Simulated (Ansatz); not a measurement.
**SrPd(010) (Cmcm bulk, slab 9 Å thick): simulated STM, part 1 of 2**

The task: relax SrPd(010) (Cmcm bulk, slab 9 Å thick) and compute the vacuum tail of its states by energy, as an STM tip samples it.

Program: Ansatz 0.2.0. Level of theory: DFT PBEsol, scalar-relativistic, plane waves, PAW. These are calculated values, not measurements.

## 1. The structure to begin with

It takes space group Pmmn (No. 59, orthorhombic). Conventional cell: a = 4.252 Å, b = 4.522 Å, c = 26.829 Å, α = 90.00°, β = 90.00°, γ = 90.00°. Sr (site symmetry mm2) is surrounded by 6 Pd at 3.19 to 3.20 Å. Pd (site symmetry mm2) is surrounded by 2 Pd at 2.77 Å. Sr (site symmetry mm2) has 7 Pd at 3.19 to 3.29 Å as nearest neighbours.

Coordinates:

```cif
data_structure
_symmetry_space_group_name_H-M 'Pmmn:1'
_symmetry_Int_Tables_number 59
_cell_length_a 4.2523
_cell_length_b 4.5218
_cell_length_c 26.8291
_cell_angle_alpha 90.000
_cell_angle_beta 90.000
_cell_angle_gamma 90.000
_cell_volume 515.88
loop_
_atom_site_label
_atom_site_type_symbol
_atom_site_symmetry_multiplicity
_atom_site_Wyckoff_symbol
_atom_site_fract_x
_atom_site_fract_y
_atom_site_fract_z
_atom_site_occupancy
Sr1 Sr 2 b 0.50000 0.00000 0.33546 1
Pd1 Pd 2 b 0.00000 0.50000 0.36450 1
Pd2 Pd 2 a 0.00000 0.00000 0.42417 1
Sr2 Sr 2 a 0.50000 0.50000 0.45322 1
```

Slab cut from the bulk at the bulk's listed lattice constants, lower half held.

## 2. Relaxing the atoms

input.yaml

```yaml
crystal:
  lattice:
    - [4.25232893, 0.0, 0.0]
    - [0.0, 4.52183715, 0.0]
    - [0.0, 0.0, 26.8291383298]
  atoms:
    - { symbol: Sr, position: [0.5, 0.25, 0.3354561704] }
    - { symbol: Pd, position: [0.0, 0.75, 0.3645015004] }
    - { symbol: Pd, position: [0.0, 0.25, 0.4241728602] }
    - { symbol: Sr, position: [0.5, 0.75, 0.4532181901] }
    - { symbol: Sr, position: [0.0, 0.25, 0.5467818099] }
    - { symbol: Pd, position: [0.5, 0.75, 0.5758271398] }
    - { symbol: Pd, position: [0.5, 0.25, 0.6354984996] }
    - { symbol: Sr, position: [0.0, 0.75, 0.6645438296] }
basis:
  ecutwfc: 420.0
  fft_grid_basis: typed
kpoints:
  mp_grid: { grid: [6, 6, 1] }
hamiltonian:
  xc: pbesol
scf:
  occupations: { method: gaussian, width: 0.1 }
output:
  forces: true
  eigenvalues: true
efield:
  axis: 3
  dipole_correction: true
  ramp_width: 0.04
relax:
  adjacent_minimum: "off"
  f_tol: 0.04
  max_steps: 40
  constraints: [{ sites: [0, 1, 2, 3] }]
```

Run with:

```console
> ansatz run input.yaml --threads 1 --pin off --max-ram 2211MiB --backend cpu --events-out ev --progress --plain --runs-dir out
```

Standard output (excerpt; [...] marks lines left out):

```text
Warning: RAYON_NUM_THREADS=1 ignored (pool sized by the plan → 1); use --threads N
[...]
Pseudopotentials: kind: paw
Pseudopotential: Sr, paw, valence charge 10, recommended cutoff 420 eV (normal), Sr.paw.azcp
Pseudopotential: Pd, paw, valence charge 18, recommended cutoff 420 eV (normal), Pd.paw.azcp
Functional definition: PBEsol
[...]
Crystal: 8 atoms, lattice volume = 515.880 Å³
Basis set: ecut = 420 eV, 10117 PW (Γ), exchange–correlation on 60×64×360 points (8 copies of the dense FFT grid, shifted against one another)
Bands: 68, of which v1, the nominal top of the filled ones, is band 56 counted from 1 (55 counted from 0)
Symmetry: 4 space group operations
k-points: 16 of 36
[...]
SCF iter   1: F=—  HF=-41598.622515 eV  |F-HF|=—  |Δ(HF+E_count)|=         —  Δρ=4.19e-3  dr2=1.09e-1  ethr=1.77e-3  p=0.000 e·Å  D=1.78e-14 V/Å  ΔV_dip=-0.00 eV  dr2_dipole=2.52e-7  V_vac-E_F(+/−)=2.65/2.65 eV  ⟨swp⟩=13.1  Hψ=6155  notcnv=0
[...]
relax step   1: F+E_penalty+E_count = -41598.61383352 eV  Δ(F+E_penalty+E_count) = +0.000e0 eV  max|allowed force component| = 2.947e-1 eV/Å  Δτ_max = 0.0000 Å  (6 SCF iters, dr2 threshold 4.00e-5 eV, accepted)
[...]
relax step   2: F+E_penalty+E_count = -41598.64052403 eV  Δ(F+E_penalty+E_count) = -2.669e-2 eV  max|allowed force component| = 8.220e-2 eV/Å  Δτ_max = 0.1544 Å  (8 SCF iters, dr2 threshold 5.43e-6 eV, accepted)
[...]
SCF converged after 8 iterations
Free energy (F): -41598.642841 eV
[...]
E sigma→0 (E₀):  -41598.636687 eV
Entropy (-TS):   -0.012309 eV (-1.539 meV/atom)
Fermi energy:    2.957439 eV
Dipole field:    D = 0.000951 V/Å  (p = 0.002712 e·Å, saw-weighted, corrected)
Work function:   Φ+ = 2.4890 eV   Φ− = 2.5146 eV
Levels:          The Fermi level and band energies are counted from a zero that moves with the ramp; work functions are not
[...]
--- Forces (eV/Å), atoms counted from 1 ---
  atom   1  Sr     0.00000000     0.00000000     0.12570737
  atom   2  Pd     0.00000000     0.00000000     0.30379933
  atom   3  Pd     0.00000000     0.00000000    -0.22244935
  atom   4  Sr     0.00000000     0.00000000    -0.22142122
  atom   5  Sr     0.00000000     0.00000000     0.02060846
  atom   6  Pd     0.00000000     0.00000000    -0.00163117
  atom   7  Pd     0.00000000     0.00000000     0.01071878
  atom   8  Sr     0.00000000     0.00000000    -0.01528510
[...]
--- Band table (eV; the first three rows and the last of 16) ---
[...]
--- Relaxed structure (3 steps of the walk, 3 accepted, 0 SCFs on fresh bases) ---
  F+E_penalty+E_count = -41598.64284126 eV   max|allowed force component| = 2.061e-2 eV/Å
  atoms:
    - { symbol: Sr, position: [0.5, 0.25, 0.33545617040000003] }
    - { symbol: Pd, position: [0.0, 0.75, 0.3645015004] }
    - { symbol: Pd, position: [0.0, 0.25, 0.4241728602] }
    - { symbol: Sr, position: [0.5, 0.75, 0.45321819010000003] }
    - { symbol: Sr, position: [0.0, 0.25, 0.5434808494306356] }
    - { symbol: Pd, position: [0.5, 0.75, 0.5730230323886186] }
    - { symbol: Pd, position: [0.5, 0.25, 0.6278595259908772] }
    - { symbol: Sr, position: [0.0, 0.75, 0.6590643553052462] }
```

Wall time 2.8 min (1 thread of Arm Neoverse V1, shared host); peak memory 0.8 GiB.

Step by step:

| step | energy from step 1 (eV/cell) | largest force component (eV/Å) |
| --- | --- | --- |
| 1 | 0.0000 | 0.2947 |
| 2 | -0.0267 | 0.0822 |
| 3 | -0.0290 | 0.0206 |

Step 1 is the start.

The cell repeats along c, and a dipole correction in the vacuum removes the field between the copies.

Atoms 1, 2, 3, 4, counted from 1, stay fixed.

Read from this run: work function 2.49 eV (top face), 2.51 eV (bottom face).

## 3. Densities by energy window

The windows are in eV from the zero of bias; a denser mesh resolves them.

input.yaml

```yaml
crystal:
  lattice:
    - [4.25232893, 0.0, 0.0]
    - [0.0, 4.52183715, 0.0]
    - [0.0, 0.0, 26.8291383298]
  atoms:
    - { symbol: Sr, position: [0.5, 0.25, 0.3354561704] }
    - { symbol: Pd, position: [0.0, 0.75, 0.3645015004] }
    - { symbol: Pd, position: [0.0, 0.25, 0.4241728602] }
    - { symbol: Sr, position: [0.5, 0.75, 0.4532181901] }
    - { symbol: Sr, position: [0.0, 0.25, 0.5434808494] }
    - { symbol: Pd, position: [0.5, 0.75, 0.5730230324] }
    - { symbol: Pd, position: [0.5, 0.25, 0.627859526] }
    - { symbol: Sr, position: [0.0, 0.75, 0.6590643553] }
basis:
  ecutwfc: 420.0
  fft_grid_basis: typed
kpoints:
  mp_grid: { grid: [14, 13, 1] }
hamiltonian:
  xc: pbesol
scf:
  occupations: { method: gaussian, width: 0.1 }
output:
  forces: true
  eigenvalues: true
  band_densities:
    - { e_range: [-2.0, -1.0] }
    - { e_range: [-1.0, -0.5] }
    - { e_range: [-0.5, -0.25] }
    - { e_range: [-0.25, 0.0] }
    - { e_range: [0.0, 0.25] }
    - { e_range: [0.25, 0.5] }
    - { e_range: [0.5, 1.0] }
  band_residual_tolerance: 1.0e-05
  write_potential: true
  elf: true
  write_density: true
  volumetric_format: npy
efield:
  axis: 3
  dipole_correction: true
  ramp_width: 0.04
checkpoint:
  read: start.run
  write: ck
  compress: false
  write_wavefunctions: false
  write_every: 100000
```

Run with:

```console
> ansatz run input.yaml --threads 1 --pin off --max-ram 2211MiB --backend cpu --events-out ev --progress --plain --runs-dir out
```

Standard output:

```text
Warning: RAYON_NUM_THREADS=1 ignored (pool sized by the plan → 1); use --threads N
Engine: ansatz 0.2.0, aarch64-unknown-linux-gnu
[... 4 set-up lines as earlier in the session ...]
  exchange = pbesol_x
  correlation = pbesol_c
Crystal: 8 atoms, lattice volume = 515.880 Å³
Basis set: ecut = 420 eV, 10117 PW (Γ), exchange–correlation on 60×64×360 points (8 copies of the dense FFT grid, shifted against one another)
Bands: 68, of which v1, the nominal top of the filled ones, is band 56 counted from 1 (55 counted from 0)
[... 1 set-up line as earlier in the session ...]
Space group: Pmm2 (ITA 25), of the structure as read, at distance tolerance 8.0e-5 Å
k-points: 56 of 182
Non-local potential: Sr, projectors of the file, l = 0: 3, l = 1: 2, l = 2: 2
Non-local potential: Pd, projectors of the file, l = 0: 2, l = 1: 2, l = 2: 2, l = 3: 1
PAW form: soft (Blöchl's): semilocal exchange-correlation on the pseudo side does not see the compensation charge
PAW frozen core: Sr, regenerated for the run's functional, and the local potential with it (the file was generated under x = pbe(κ = 0.804, μ = 0.2195149727645171), c = pbe(β = 0.06672455060314922))
PAW frozen core: Pd, regenerated for the run's functional, and the local potential with it (the file was generated under x = pbe(κ = 0.804, μ = 0.2195149727645171), c = pbe(β = 0.06672455060314922))
PAW one-centre angular grid: Sr, 110 points (default); XC on 64 Gauss nodes
PAW one-centre angular grid: Pd, 590 points (default); XC on 64 Gauss nodes
Initial density: read from a saved state, or passed on in memory by an earlier SCF of this step, an earlier step, the calling program or the single point that the run made first
Stability of the state it starts from, as read at its close in the unpolarized treatment: not read negative (Ritz values of 1 − χ₀K, real part plus size of imaginary part, from 1.0 to 1.4, by its mixing steps under the symmetry group of the SCF that read it)
Initial wavefunctions: pseudopotential atomic-orbital guess
Functional: x = pbesol(κ = 0.804, μ = 0.12345679012345678), c = pbesol(β = 0.046)
iter 1 solved again at ethr=4.44e-6 eV; its pass at ethr=3.10e-3 eV (dr2=4.97e-3 eV) is discarded
SCF iter   1: F=—  HF=-41598.664846 eV  |F-HF|=—  |Δ(HF+E_count)|=         —  Δρ=2.94e-4  dr2=1.25e-3  ethr=4.44e-6  p=0.003 e·Å  D=1.12e-3 V/Å  ΔV_dip=-0.03 eV  dr2_dipole=2.62e-5  V_vac-E_F(+/−)=2.54/2.57 eV  ⟨swp⟩=3.5  Hψ=31665  notcnv=0
efield: sawtooth ramp at fractional position 0.9800 (handed on by an earlier solve), width 0.0400; the density the first Hamiltonian is built on has a dipole p = 0.003 e·Å; the dipole correction subtracts the counter field D = 1.12e-3 V/Å, which shifts the + side's vacuum level by -0.03 eV against the − side's; the planar-averaged density in the ramp window peaks in size at 1.3e-6 e/Å³
preconditioner: auto → LDOS  [metal: Δε(μ)=0.027 eV  Ē_g=9.199 eV  σ=0.100 eV  W_gap=0.15  n_scr=90 (ndim 8)  ℏωp=13.9 eV  f_vac=0.551  D(μ)=2.29/eV (n_scr^D=6)  β→1.0]
SCF iter   2: F=—  HF=-41598.664944 eV  |F-HF|=—  |Δ(HF+E_count)|=   9.84e-5  Δρ=3.16e-4  dr2=1.84e-3  ethr=1.11e-6  p=0.003 e·Å  D=1.14e-3 V/Å  ΔV_dip=-0.03 eV  dr2_dipole=5.57e-6  V_vac-E_F(+/−)=2.53/2.56 eV  ⟨swp⟩=2.6  Hψ=7301  notcnv=0
SCF iter   3: F=—  HF=-41598.664556 eV  |F-HF|=—  |Δ(HF+E_count)|=   3.88e-4  Δρ=5.89e-5  dr2=1.96e-5  ethr=1.11e-6  p=0.003 e·Å  D=1.14e-3 V/Å  ΔV_dip=-0.03 eV  dr2_dipole=3.12e-8  V_vac-E_F(+/−)=2.53/2.56 eV  ⟨swp⟩=2.0  Hψ=5478  notcnv=0
SCF iter   4: F=—  HF=-41598.664637 eV  |F-HF|=—  |Δ(HF+E_count)|=   8.13e-5  Δρ=6.43e-5  dr2=3.03e-5  ethr=1.75e-8  p=0.003 e·Å  D=1.13e-3 V/Å  ΔV_dip=-0.03 eV  dr2_dipole=4.30e-9  V_vac-E_F(+/−)=2.53/2.56 eV  ⟨swp⟩=2.2  Hψ=6973  notcnv=0
SCF iter   5: F=—  HF=-41598.664633 eV  |F-HF|=—  |Δ(HF+E_count)|=   4.08e-6  Δρ=1.25e-5  dr2=1.00e-6  ethr=1.75e-8  p=0.003 e·Å  D=1.13e-3 V/Å  ΔV_dip=-0.03 eV  dr2_dipole=5.25e-10  V_vac-E_F(+/−)=2.53/2.56 eV  ⟨swp⟩=2.0  Hψ=5442  notcnv=0
SCF iter   6: F=—  HF=-41598.664633 eV  |F-HF|=—  |Δ(HF+E_count)|=   2.81e-7  Δρ=8.02e-6  dr2=4.50e-7  ethr=8.93e-10  p=0.003 e·Å  D=1.13e-3 V/Å  ΔV_dip=-0.03 eV  dr2_dipole=2.54e-10  V_vac-E_F(+/−)=2.53/2.56 eV  ⟨swp⟩=2.4  Hψ=6436  notcnv=0
SCF iter   7: F=-41598.664633 eV  HF=-41598.664633 eV  |F-HF|=3.69e-9  |Δ(HF+E_count)|=   1.01e-8  Δρ=1.86e-6  dr2=2.43e-8  ethr=8.93e-11  p=0.003 e·Å  D=1.12e-3 V/Å  ΔV_dip=-0.03 eV  dr2_dipole=6.36e-11  V_vac-E_F(+/−)=2.53/2.56 eV  ⟨swp⟩=18.8  Hψ=35117  notcnv=0
SCF 1 converged in 7 iterations: F = -41598.664633 eV  dr2 = 2.43e-8
WARN: The output density's exchange-correlation potential varies sharply where the density is thin. Do not read a vacuum level from v_tot or v_xc, or from such a field of the output density. On a cell that repeats whose density bears no net charge and no dipole along the vacuum's axis use v_es (v_loc + v_h of the components); under efield.dipole_correction with no amplitude use v_es + v_field, which holds any external_charges[].barrier, or the levels of the report's work_function block, which leave it out; under a non-zero efield.amplitude the vacuum is tilted and has no level; on a cell that repeats and bears such a dipole with no correction it is tilted too, and efield.dipole_correction with no amplitude gives each side of its ramp a level where efield: is served; in a cell that repeats whose density bears a net charge (total_charge, or a fill off its count) it is curved and has none; of a slab under crystal.periodic whose density bears no net charge use v_es, which has a level on each side, short of where the two are joined; of another it falls or rises all the way out and has none; of a slab beside external_charges read slab_vacuum_level instead, which it has where they leave it neutral. The grid or the basis barely resolves most such structure, and the values can differ between equally converged runs; as a rule a tighter scf.convergence.dr2_threshold does not remove it. Where the density itself ripples (under the LDA too) a higher basis.ecutwfc lessens it. The files hold the spikes' plane waves up to the density's cutoff. Files: v_tot_of_output_density and the like, and their columns of v_z.tsv (output.write_potential); v_xc_of_output_density and the like, and their columns of v_comp_z.tsv (output.write_potential_components). Measured: with its Gaussian average of σ = 0.25 Å subtracted twice, the exchange-correlation potential is over 0.1 eV at 249 of the grid points where the equally averaged density (valence and model cores) is under 1e-3 e/Å³, and 0.421 eV at the most among them, at an averaged density of 1.7e-8 e/Å³. The input density's (outcome.potential() and, of a run that writes arrays, v_tot and v_xc) is over 0.1 eV, so measured, at 3 points of its own thin density, 0.190 eV at the most. See output.write_potential in the manual, Limitations
SCF converged after 7 iterations
Free energy (F): -41598.664633 eV
Harris-Foulkes:  -41598.664633 eV  (|F-HF|=3.69e-9)
Internal energy: -41598.653185 eV  (E = F + TS)
E sigma→0 (E₀):  -41598.658909 eV
Entropy (-TS):   -0.011448 eV (-1.431 meV/atom)
Fermi energy:    2.908720 eV
Dipole field:    D = 0.001130 V/Å  (p = 0.003223 e·Å, saw-weighted, corrected)
Work function:   Φ+ = 2.5316 eV   Φ− = 2.5619 eV
Levels:          The Fermi level and band energies are counted from a zero that moves with the ramp; work functions are not
--- Per-component energies (eV) ---
  E_band       = -2330.766957
  E_kinetic    = 3043.170571
  E_local      = -112685.360211  (includes V_loc(G=0)·N_el)
  E_nonlocal   = 1692.724092
  E_hartree    = 54300.104728
  E_xc         = -1354.068317
  E_vxc        = -1486.187594  (∫ρ·V_xc dr)
  E_paw        = -25322.455620  (= ΣΔE_a)
  E_vpaw       = -1495.320339  (= ΣTr[D̂ρ^β])
  E_aug_tail   = 0.000802  (compensation charges beyond the density's cutoff)
  E_efield     = 0.000002  (sawtooth field / dipole correction)
  E_vefield    = 0.008367  (∫n·V_field dr)
  E_ewald      = 38725.483283
  E_core_change = 1.747486  (= ΣΔE_core)
  E_smearing   = -0.011448  (= −TS)
  E_closure    = -0.000000  (closes the sum)
  Σ components = -41598.664633   (vs F -41598.664633, Δ=0.00e0)
--- Forces (eV/Å), atoms counted from 1 ---
  atom   1  Sr     0.00000000     0.00000000     0.12986227
  atom   2  Pd     0.00000000     0.00000000     0.33654112
  atom   3  Pd     0.00000000     0.00000000    -0.24657993
  atom   4  Sr     0.00000000     0.00000000    -0.21809892
  atom   5  Sr     0.00000000     0.00000000     0.01623466
  atom   6  Pd     0.00000000     0.00000000     0.02666766
  atom   7  Pd     0.00000000     0.00000000    -0.02762647
  atom   8  Sr     0.00000000     0.00000000    -0.01698440
  max |Σ_I F_I| component: 1.60e-5 eV/Å
--- Band table (eV; the first three rows and the last of 56) ---
  k-point 0: bands = ["-80.8508", "-80.7745", "-80.7128", "-80.6263", "-46.6716", "-46.6254", "-46.6162", "-46.5648", "-46.5527", "-46.5420", "-46.5077", "-46.4588", "-46.4354", "-46.4252", "-46.3918", "-46.3474", "-32.7094", "-32.6948", "-31.9892", "-31.9420", "-14.8844", "-14.8613", "-14.7038", "-14.6832", "-14.6369", "-14.6198", "-14.1653", "-14.1117", "-14.0302", "-14.0090", "-13.9783", "-13.9169", "-1.5736", "-1.0875", "-0.2749", "-0.2651", "-0.1912", "-0.1085", "-0.0933", "-0.0831", "0.0127", "0.1125", "0.4020", "0.4272", "0.4415", "0.5644", "1.0299", "1.1511", "1.1816", "1.2930", "1.3642", "1.4623", "1.5134", "1.5708", "1.6449", "2.0835", "3.9144", "4.0245", "5.0645", "5.0922", "5.4013", "5.4185", "5.5074", "5.6379", "5.6948", "5.7655", "6.0162", "6.0654"]
  k-point 1: bands = ["-80.8507", "-80.7745", "-80.7129", "-80.6263", "-46.6709", "-46.6253", "-46.6169", "-46.5646", "-46.5527", "-46.5422", "-46.5077", "-46.4607", "-46.4336", "-46.4252", "-46.3925", "-46.3467", "-32.7093", "-32.6947", "-31.9888", "-31.9421", "-14.8839", "-14.8608", "-14.7086", "-14.6880", "-14.6369", "-14.6199", "-14.1657", "-14.1195", "-14.0288", "-14.0051", "-13.9815", "-13.9186", "-1.5146", "-1.0351", "-0.3568", "-0.2557", "-0.2286", "-0.0929", "-0.0674", "0.0142", "0.0994", "0.1275", "0.4081", "0.4243", "0.4616", "0.5417", "1.0257", "1.1338", "1.1436", "1.3252", "1.3306", "1.3896", "1.4810", "1.6387", "1.7179", "2.1276", "3.9411", "4.0354", "4.9843", "5.0251", "5.2617", "5.4384", "5.4528", "5.6027", "5.7138", "5.7811", "5.9710", "6.0473"]
  k-point 2: bands = ["-80.8505", "-80.7744", "-80.7130", "-80.6264", "-46.6688", "-46.6250", "-46.6190", "-46.5641", "-46.5526", "-46.5430", "-46.5080", "-46.4648", "-46.4295", "-46.4253", "-46.3942", "-46.3448", "-32.7088", "-32.6942", "-31.9875", "-31.9425", "-14.8823", "-14.8592", "-14.7219", "-14.7012", "-14.6370", "-14.6201", "-14.1679", "-14.1385", "-14.0245", "-13.9975", "-13.9893", "-13.9234", "-1.3408", "-0.8820", "-0.4533", "-0.3022", "-0.1818", "-0.0376", "-0.0239", "0.1690", "0.1773", "0.2612", "0.3613", "0.4729", "0.4895", "0.5131", "0.9543", "1.0181", "1.1298", "1.1726", "1.3971", "1.4463", "1.4895", "1.7207", "1.7846", "2.2683", "4.0169", "4.0196", "4.5725", "4.7969", "5.1467", "5.2704", "5.4784", "5.7064", "5.7522", "5.7545", "5.7919", "6.1590"]
  k-point 55: bands = ["-80.8497", "-80.7740", "-80.7139", "-80.6268", "-46.6479", "-46.6404", "-46.6247", "-46.5586", "-46.5528", "-46.5497", "-46.5100", "-46.4761", "-46.4268", "-46.4177", "-46.4007", "-46.3373", "-32.7019", "-32.6873", "-31.9760", "-31.9395", "-14.8620", "-14.8393", "-14.7616", "-14.7522", "-14.7401", "-14.7347", "-14.1868", "-14.1865", "-14.0823", "-14.0575", "-14.0089", "-14.0080", "-0.3846", "-0.3202", "-0.1878", "-0.1371", "-0.0739", "-0.0113", "-0.0005", "0.0666", "0.6830", "0.7282", "0.9475", "1.0231", "1.1421", "1.1524", "1.2496", "1.2506", "1.2867", "1.3027", "1.3653", "1.4036", "2.2674", "2.3174", "2.3856", "2.4415", "3.8612", "3.8620", "4.1388", "4.1478", "4.7609", "4.7825", "4.8144", "4.8178", "5.1801", "5.1921", "5.5744", "5.6059"]
--- Band densities, each state counted as filled ---
  window                                       electrons  max residual (eV)  cut levels
  e_range: [-2, -1]                            16.318681             3.5e-9           0
  e_range: [-1, -0.5]                           2.296703             3.5e-9           0
  e_range: [-0.5, -0.25]                        1.406593             2.4e-9           0
  e_range: [-0.25, 0]                           0.703297             5.1e-9           0
  e_range: [0, 0.25]                            0.505495             3.4e-6           0
  e_range: [0.25, 0.5]                          1.164835             3.5e-6           0
  e_range: [0.5, 1]                             1.956044             3.5e-6           0
```

Wall time 6.2 min (1 thread of Arm Neoverse V1, shared host); peak memory 1.4 GiB.

Read from this run: work function 2.53 eV (top face), 2.56 eV (bottom face).

band_densities.tsv:

```
# window	n_electrons	max_residual_ev	n_cut_levels
# fermi_ev = 2.908720
# range_zeros_ev = 2.908720
# range_zeros_ev: from where a range's energies are measured, in spin up and in spin down where the run solves two channels
e_range_-2_-1	16.318681	3.477e-9	0
e_range_-1_-0.5	2.296703	3.530e-9	0
e_range_-0.5_-0.25	1.406593	2.372e-9	0
e_range_-0.25_0	0.703297	5.106e-9	0
e_range_0_0.25	0.505495	3.409e-6	0
e_range_0.25_0.5	1.164835	3.521e-6	0
e_range_0.5_1	1.956044	3.485e-6	0
```

(Continued in part 2 of 2.)
